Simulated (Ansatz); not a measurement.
# Al2Cd: the cost of one run

Method: DFT, PBE, spin-orbit coupling, plane waves, PAW, in Ansatz 0.2.0.

### 1 The cell

It takes space group I4/mmm (No. 139, tetragonal). Conventional cell: a = 3.446 Å, b = 3.446 Å, c = 12.262 Å, α = 90.00°, β = 90.00°, γ = 90.00°. Around Cd (site symmetry 4/mmm) lie 8 Al at 2.91 Å. Al (site symmetry 4mm) has 4 Cd at 2.91 Å and 1 Al at 3.19 Å as nearest neighbours.

Symmetry-reduced, conventional setting; the input below types the cell that was run:

```cif
data_structure
_symmetry_space_group_name_H-M 'I4/mmm'
_symmetry_Int_Tables_number 139
_cell_length_a 3.4464
_cell_length_b 3.4464
_cell_length_c 12.2624
_cell_angle_alpha 90.000
_cell_angle_beta 90.000
_cell_angle_gamma 90.000
_cell_volume 145.65
loop_
_atom_site_label
_atom_site_type_symbol
_atom_site_symmetry_multiplicity
_atom_site_Wyckoff_symbol
_atom_site_fract_x
_atom_site_fract_y
_atom_site_fract_z
_atom_site_occupancy
Cd1 Cd 2 a 0.00000 0.00000 0.00000 1
Al1 Al 4 e 0.50000 0.50000 0.87000 1
```

It starts from an earlier solution of the starting cell (checkpoint.read).

### 2 The relaxation

input.yaml

```yaml
crystal:
  lattice:
    - [0.0, 3.446388, 0.0]
    - [3.446388, 0.0, 0.0]
    - [1.723194, 1.723194, -6.131215]
  atoms:
    - { symbol: Cd, position: [0.0, 0.0, 0.0] }
    - { symbol: Al, position: [0.37, 0.37, 0.26] }
    - { symbol: Al, position: [0.63, 0.63, 0.74] }
  symmetry: { tolerance: 0.0003 }
kpoints:
  mp_grid: { grid: [5, 5, 5], shift: [0, 0, 0] }
magnetization:
  noncollinear: true
  spin_orbit: true
scf:
  occupations: { method: fermi_dirac }
  lower_state_search: "off"
hamiltonian:
  pseudopotentials: { kind: paw_fr }
  xc: pbe
basis:
  ecutwfc: 420
  fft_grid_basis: typed
relax:
  max_steps: 60
  f_tol: 0.03
output:
  forces: true
  stress: true
  eigenvalues: true
  bader: true
  populations: true
  elf: true
  write_potential: true
  volumetric_format: npy
  dos:
    e_range: [-12, 8]
    de: 0.05
    projected: { site_lists: { Al: [Al], Cd: [Cd] } }
    method: { smearing: { sigma: 0.1, scheme: gaussian } }
  write_density: true
checkpoint:
  read: saved_state
```

Command:

```
$ ansatz run input.yaml --threads 2 --pin off --max-ram 2560MiB --backend cpu --events-out ev --progress --plain --runs-dir out
```

**Question.** How long does this run take on 2 threads of Intel Xeon 6975P-C (Granite Rapids), shared host, and how much memory does it need?

About 20 s, with a peak of 0.54 GiB.
